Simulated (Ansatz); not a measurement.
Cu₂As₂PbO₁₀, space group C2/m, a dry run that shows the plan

Run with the Python package of Ansatz (0.2.0).

`cu2as2pbo10.cif`
```cif
data_Cu2As2PbO10
_cell_length_a 5.579111
_cell_length_b 5.579111
_cell_length_c 8.164746
_cell_angle_alpha 113.97963
_cell_angle_beta 113.97963
_cell_angle_gamma 66.51713
_symmetry_space_group_name_H-M 'P 1'
_symmetry_Int_Tables_number 1
loop_
_symmetry_equiv_pos_as_xyz
'x, y, z'
loop_
_atom_site_label
_atom_site_type_symbol
_atom_site_fract_x
_atom_site_fract_y
_atom_site_fract_z
Cu1 Cu    0.000000    0.500000    0.500000
Cu2 Cu    0.500000    0.000000    0.500000
As3 As    0.576331    0.576331    0.779701
As4 As    0.423669    0.423669    0.220299
Pb5 Pb    0.000000    0.000000    0.000000
O6 O    0.817251    0.817251    0.438417
O7 O    0.182749    0.182749    0.561583
O8 O    0.285185    0.285185    0.990179
O9 O    0.714815    0.714815    0.009821
O10 O    0.678392    0.678392    0.651015
O11 O    0.321608    0.321608    0.348985
O12 O    0.219179    0.688503    0.729684
O13 O    0.780821    0.311497    0.270316
O14 O    0.311497    0.780821    0.270316
O15 O    0.688503    0.219179    0.729684
```

`cu2as2pbo10.py`:
```python
import ansatz as az
from ase.io import read

XC = "r2scan"
ECUT = 550
KSPACING = 0.32

atoms = read("cu2as2pbo10.cif")
crystal = az.Crystal.from_ase(atoms)

setup = crystal.calculation()
setup = setup.functional(XC).basis(ECUT)
setup = setup.kpoints(spacing=KSPACING)
setup = setup.occupations(az.OccupationsMethod.COLD)
session = setup.session()
print("features:", ", ".join(session.active_features))
print("SCF threshold (eV):", session.dr2_threshold)
planned = session.plan(dry_run=True)
told = planned.describe()
for name in ("ecut_ev", "ecutrho_ev", "n_bands", "nominal_top_band", "n_pw_range", "fft_dense", "fft_smooth", "n_sym_ops", "cell_volume_ang3"):
    print(f"{name:18s} {told[name]}")
print("irreducible k-points and weights")
for k, weight in zip(told.kpoints_frac, told.kweights):
    print(f"  {k[0]:8.4f} {k[1]:8.4f} {k[2]:8.4f}  {weight:.5f}")
```

Output of `python cu2as2pbo10.py`:
```text
features: FinerXcGrid, AnyPaw, Paw, Mgga, R2scan, FractionalOccupations, ColdSmearing
SCF threshold (eV): 1e-07
ecut_ev            550.0
ecutrho_ev         2200.0
n_bands            86
nominal_top_band   71
n_pw_range         [5938, 5994]
fft_dense          [45, 45, 64]
fft_smooth         [45, 45, 64]
n_sym_ops          4
cell_volume_ang3   203.71001582599607
irreducible k-points and weights
    0.0000   0.0000   0.0000  0.01333
    0.0000   0.0000   0.3333  0.02667
    0.0000   0.2000   0.0000  0.05333
    0.0000   0.2000   0.3333  0.05333
    0.0000   0.2000  -0.3333  0.05333
    0.0000   0.4000   0.0000  0.05333
    0.0000   0.4000   0.3333  0.05333
    0.0000   0.4000  -0.3333  0.05333
    0.2000   0.2000   0.0000  0.02667
    0.2000   0.2000   0.3333  0.02667
    0.2000   0.2000  -0.3333  0.02667
    0.2000   0.4000   0.0000  0.05333
    0.2000   0.4000   0.3333  0.05333
    0.2000   0.4000  -0.3333  0.05333
    0.2000  -0.4000   0.0000  0.05333
    0.2000  -0.4000   0.3333  0.05333
    0.2000  -0.4000  -0.3333  0.05333
    0.2000  -0.2000   0.0000  0.02667
    0.2000  -0.2000   0.3333  0.05333
    0.4000   0.4000   0.0000  0.02667
    0.4000   0.4000   0.3333  0.02667
    0.4000   0.4000  -0.3333  0.02667
    0.4000  -0.4000   0.0000  0.02667
    0.4000  -0.4000   0.3333  0.05333
```

The structure comes from a database and needn't be a stable phase.
